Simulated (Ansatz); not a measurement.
# HfSiH2+ (doublet): from Hartree-Fock to the top rungs, def2-SVP

How much of the correlation energy of HfSiH2+ (doublet) does each wave-function method recover here?

Computed with Ansatz 0.2.0, Gaussian basis. Level: def2-SVP, core rule «outside noble gas», up to 9 orbitals frozen.

To be run: UHF; CCSD(T) on ROHF; CCSD(T) on UHF; CISD; CCSDT(Q) on ROHF; CCSDT(Q) on UHF; CASSCF and MRCISD+Q, 9 electrons in 9 orbitals; CASSCF and NEVPT2, 9 electrons in 9 orbitals.

16 further runs of the same task are left out: 6 that didn't finish, 10 set aside as unsound or not needed.

### Step 1. What is computed

The geometry is a PBE0/def2-TZVP stationary point (not a proven minimum) of the parent state, kept for this charge and spin. No spin-orbit coupling is included. Elements past krypton take def2 core potentials.

4 atoms, charge 1, spin multiplicity 2.

Atoms are counted from 1 here; the program's logs count them from 0.

Bond lengths: Hf1–Si2 2.597 Å, Si2–H3 1.485 Å, Si2–H4 1.485 Å. Angles: Hf1–Si2–H3 123.8°, Hf1–Si2–H4 123.8°, H3–Si2–H4 112.4°.

### Step 2. UHF

The input, in.yaml:

```yaml
crystal:
  periodic: [false, false, false]
  atoms:
    - {symbol: Hf, position_ang: [0.000000, 0.000000, 0.382699]}
    - {symbol: Si, position_ang: [0.000000, 0.000000, -2.213932]}
    - {symbol: H, position_ang: [0.000000, 1.233877, -3.040144]}
    - {symbol: H, position_ang: [0.000000, -1.233877, -3.040144]}
basis:
  gaussian: {orbitals: def2-SVP}
total_charge: 1
magnetization: {spin_polarized: true, initial_magnetization: 1}
hamiltonian: {xc: hf}
output: {orbitals: {seedname: orbitals}}
```

Command:

```console
$ ansatz run in.yaml --threads 1 --pin off --events-out ev --progress --plain --max-ram 2393MiB
```

Further steps of the session: CCSD(T) on ROHF; CCSD(T) on UHF; CISD; CCSDT(Q) on ROHF; CCSDT(Q) on UHF; CASSCF and MRCISD+Q, 9 electrons in 9 orbitals; CASSCF and NEVPT2, 9 electrons in 9 orbitals.

Before running them: what should the planned runs give, taken together? Wanted: UCCSDT(Q) below the RHF energy; RMP2 from UCCSDT(Q); UMP2 from UCCSDT(Q); RCCSD from UCCSDT(Q); RCCSD(T) from UCCSDT(Q); UCCSD(T) from UCCSDT(Q); RCCSDT(Q) from UCCSDT(Q); NEVPT2 frontier from UCCSDT(Q); MRCISD+Q frontier from UCCSDT(Q).

The runs gave:

| quantity | value |
| --- | --- |
| UCCSDT(Q) below the RHF energy | -5.0653 eV |
| RMP2 from UCCSDT(Q) | +1337.2 meV |
| UMP2 from UCCSDT(Q) | +1158.8 meV |
| RCCSD from UCCSDT(Q) | +297.9 meV |
| RCCSD(T) from UCCSDT(Q) | +82.2 meV |
| UCCSD(T) from UCCSDT(Q) | +69.6 meV |
| RCCSDT(Q) from UCCSDT(Q) | +0.4 meV |
| NEVPT2 frontier from UCCSDT(Q) | +965.0 meV |
| MRCISD+Q frontier from UCCSDT(Q) | +98.7 meV |
| levels within 1 kcal/mol (43 meV) | RCCSDT, UCCSDT, RCCSDT(Q) |
| T1 diagnostic | 0.069 |

What this shows: RCCSD(T) misses by +82.2 meV, 1.6 % of the correlation energy. Of the multireference levels listed MRCISD+Q frontier comes nearest in total energy (+98.7 meV), which doesn't show that its space is the better one. Coupled cluster took another determinant than the lowest Hartree-Fock one. These misses are within one basis, not against nature; the frozen cores of restricted and unrestricted runs differ, which can shift their rows.
